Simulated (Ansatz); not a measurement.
**C4H10Cl3NSn: up Jacob's ladder to CCSD(T)**

The task here is to estimate one member of a computed series from the others.

Program: Ansatz 0.2.0, Gaussian basis. Level of theory: functionals in def2-TZVPP, the program's frozen cores in correlated methods. These are calculated values, not measurements.

The runs, in order: LDA (SPW92), PBE-D4, revPBE-D4, BLYP-D4, r2SCAN-D4, B97M-V, PBE0-D4, B3LYP-D4, r2SCANh-D4, r2SCAN0-D4, HSE06-D4, BHLYP-D4, CAM-B3LYP-D4, LC-ωPBE, ωB97X-V, ωB97M-V, B2PLYP, PBE-QIDH; CCSD(T)/def2-SVP; CCSD(T)/def2-TZVPP; MP2/def2-QZVPP; extrapolation to the limit; RPA on PBE.

## The relaxed structure

All runs share one geometry, relaxed beforehand with PBE0-D4 in a triple-zeta def2 set. Sn takes the def2 core potential; no spin-orbit term is included.

SMILES `CC(C)(C)[NH][Sn]([Cl])([Cl])[Cl]`, 19 atoms, charge 0, spin multiplicity 1.

Atoms are counted from 1 here; the program's logs count them from 0.

Bond lengths: C1–C2 1.521 Å, C1–H10 1.091 Å, C1–H11 1.096 Å, C1–H12 1.092 Å, C2–C3 1.527 Å, C2–C4 1.527 Å, C2–N5 1.470 Å, C3–H13 1.093 Å, C3–H14 1.094 Å, C3–H15 1.093 Å, C4–H16 1.093 Å, C4–H17 1.091 Å, C4–H18 1.093 Å, N5–Sn6 1.990 Å, N5–H19 1.014 Å, Sn6–Cl7 2.317 Å, Sn6–Cl8 2.300 Å, Sn6–Cl9 2.304 Å. Angles: C2–C1–H10 110.4°, C2–C1–H11 111.5°, C2–C1–H12 111.0°, H10–C1–H11 106.7°, H10–C1–H12 108.5°, H11–C1–H12 108.6°, C1–C2–C3 110.2°, C1–C2–C4 109.7°, C1–C2–N5 108.6°, C3–C2–C4 109.9°, C3–C2–N5 111.7°, C4–C2–N5 106.6°, C2–C3–H13 111.0°, C2–C3–H14 110.6°, C2–C3–H15 110.9°, H13–C3–H14 107.8°, H13–C3–H15 108.1°, H14–C3–H15 108.2° and more.

As a file:

```xyz
19
charge 0, multiplicity 1
C    -1.0394   -1.0784   -0.0973
C     0.1053   -0.2812    0.5090
C    -0.4400    0.8106    1.4262
C     1.0218   -1.2131    1.2977
N     0.9147    0.2795   -0.5829
Sn    0.1288    1.1192   -2.2074
Cl   -1.7852    2.3957   -1.9334
Cl   -0.4136   -0.4549   -3.7943
Cl    1.7767    2.4786   -3.0715
H    -1.6144   -1.5746    0.6863
H    -1.7390   -0.4297   -0.6377
H    -0.6646   -1.8380   -0.7860
H    -1.0088    0.3796    2.2540
H     0.3775    1.3988    1.8522
H    -1.0987    1.4884    0.8779
H     0.4811   -1.6697    2.1301
H     1.4094   -2.0032    0.6526
H     1.8705   -0.6621    1.7122
H     1.6760    0.8499   -0.2310
```

The first run:

Input file in.yaml:

```yaml
crystal:
  periodic: [false, false, false]
  atoms:
    - {symbol: C, position_ang: [-1.039429, -1.078365, -0.097287]}
    - {symbol: C, position_ang: [0.105312, -0.281227, 0.509004]}
    - {symbol: C, position_ang: [-0.440025, 0.810579, 1.426194]}
    - {symbol: C, position_ang: [1.021797, -1.213133, 1.297701]}
    - {symbol: N, position_ang: [0.914718, 0.279488, -0.582905]}
    - {symbol: Sn, position_ang: [0.128817, 1.119171, -2.207407]}
    - {symbol: Cl, position_ang: [-1.785201, 2.395651, -1.933351]}
    - {symbol: Cl, position_ang: [-0.413603, -0.454852, -3.794287]}
    - {symbol: Cl, position_ang: [1.776710, 2.478632, -3.071510]}
    - {symbol: H, position_ang: [-1.614389, -1.574564, 0.686334]}
    - {symbol: H, position_ang: [-1.739005, -0.429728, -0.637739]}
    - {symbol: H, position_ang: [-0.664637, -1.838018, -0.786047]}
    - {symbol: H, position_ang: [-1.008844, 0.379650, 2.254037]}
    - {symbol: H, position_ang: [0.377458, 1.398850, 1.852211]}
    - {symbol: H, position_ang: [-1.098712, 1.488379, 0.877944]}
    - {symbol: H, position_ang: [0.481104, -1.669747, 2.130057]}
    - {symbol: H, position_ang: [1.409416, -2.003155, 0.652564]}
    - {symbol: H, position_ang: [1.870486, -0.662053, 1.712150]}
    - {symbol: H, position_ang: [1.676026, 0.849941, -0.230962]}
basis:
  gaussian: {orbitals: def2-TZVPP}
hamiltonian: {xc: lda}
output: {orbitals: {seedname: orbitals}}
```

Among the steps run: LDA; PBE-D4 (GGA); revPBE-D4 (GGA); BLYP-D4 (GGA); r2SCAN-D4 (meta-GGA); B97M-V (meta-GGA); PBE0-D4 (hybrid); B3LYP-D4 (hybrid); r2SCANh-D4 (hybrid); r2SCAN0-D4 (hybrid); HSE06-D4 (hybrid); BHLYP-D4 (hybrid); CAM-B3LYP-D4 (range-separated); LC-ωPBE (range-separated); ωB97X-V (range-separated); ωB97M-V (range-separated); B2PLYP (double hybrid); PBE-QIDH (double hybrid).

One of the session's tables, all rows but one given; the rest of the session is left out.

It belongs to the step «Orbital energies across the functionals». 

```
  functional  HOMO (eV)  LUMO (eV)  gap (eV)
 LDA (SPW92)      -6.42      -3.43      2.99
      PBE-D4      -6.24      -3.12      3.12
   revPBE-D4          ?          ?         ?
     BLYP-D4      -6.12      -3.05      3.07
   r2SCAN-D4      -6.54      -2.94      3.60
      B97M-V      -6.66      -2.85      3.81
     PBE0-D4      -7.60      -2.21      5.39
    B3LYP-D4      -7.37      -2.51      4.87
  r2SCANh-D4      -7.05      -2.61      4.43
  r2SCAN0-D4      -7.81      -2.11      5.71
    HSE06-D4      -7.20      -2.58      4.62
    BHLYP-D4      -8.89      -1.21      7.68
CAM-B3LYP-D4      -8.99      -1.20      7.79
     LC-ωPBE     -10.35       0.04     10.39
     ωB97X-V     -10.01      -0.08      9.93
     ωB97M-V      -9.91      -0.18      9.73
```

Q: Estimate the row for revPBE-D4 from the others.

**Answer.** HOMO (eV): -6.17; LUMO (eV): -3.01; gap (eV): 3.16. In the column «HOMO (eV)» it lies between PBE-D4 (-6.24) and BLYP-D4 (-6.12).
